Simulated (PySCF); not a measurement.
**BeC−: bond curves at several levels of theory**

One job finds the state of BeC−, follows it along the bond with each method and fits the curves.

Program: PySCF 2.14.0. Level of theory: Be aug-cc-pVDZ-DK, C aug-cc-pVDZ-DK, spin-free X2C with a Gaussian nucleus. These are calculated values, not measurements.

2 further runs of the same task are left out: 2 set aside as unsound or not needed.

### Step 1. Input

Settings of the job:

```json
{
 "atoms": "Be, C",
 "charge": "-1",
 "basis": "Be aug-cc-pVDZ-DK, C aug-cc-pVDZ-DK",
 "Hamiltonian": "spin-free X2C with a Gaussian nucleus",
 "basis functions": "46",
 "electrons treated": "11",
 "masses in u": "9.0122, 12.0000",
 "levels": "PBE0, PBE, r²SCAN, PW91, B3LYP, TPSS, HF, MP2, SCS-MP2, CCSD, CCSD(T)",
 "grid": "80 radial by 434 angular points",
 "occupations": "held fixed by the projection of orbital angular momentum",
 "dissociation limit": "Be + C−, each in its ground configuration",
 "starting distance in angstrom": "1.770",
 "values of 2S to try": "1, 3"
}
```

Launch:

```bash
> OMP_NUM_THREADS=1 python dia.py task.json out
```

The runs that follow: PBE0 along the bond; Other states along the same grid; PBE (GGA); r²SCAN; PW91 (GGA); B3LYP (global hybrid GGA); TPSS (meta-GGA); UHF (mean field); Correlated methods on the Hartree–Fock reference.

Before running it: what results should come out? Wanted: for each run, Re; ωe; De; μ.

The runs gave:

Lowest PBE0 solution found, without spin–orbit coupling: ⁴Σ⁻ (quartet), unpaired electrons σ ↑, π ↑↑. State 2 has its PBE0 minimum 0.41 eV higher, as a spin-mixed determinant (⟨S²⟩ = 1.76), so this is no gap between pure states. The other levels ran on the lowest alone.

```tsv
level	Re (Å)	ωe (cm⁻¹)	De (eV)	μ (D)
UHF	1.774	692	1.70	5.42
UHF-CCSD	1.752	754	1.88	n/a
UHF-CCSD(T)	1.743	763	2.01	n/a
PBE	1.709	836	2.67	1.12
PW91	1.706	839	2.69	1.09
TPSS	1.707	841	2.60	0.91
r²SCAN	1.709	818	2.59	0.93
B3LYP	1.699	835	2.44	0.96
PBE0	1.699	830	2.50	0.77
```

De is counted to Be + C− in their ground configurations. A positive dipole points from Be to C; in an ion it is taken about the centre of mass and does not tell which atom is negative. No constants: UHF-MP2 (the points don't follow one smooth fit); UHF-SCS-MP2 (the points don't follow one smooth fit).

In words: Bond lengths run from 1.699 Å (PBE0) to 1.774 Å (UHF). Of the levels with a De here, UHF gives the least (1.70 eV) and PW91 the most (2.69 eV).

Correlated steps freeze 1 core orbital. T1 is 0.092 near the minimum (highest on the curve 0.157), which may point to more than one leading configuration. With some functionals the highest level of the anion is positive, from self-interaction error or because the anion is truly unbound there; the finite basis then holds the extra electron, and no neutral molecule was run to test the binding.
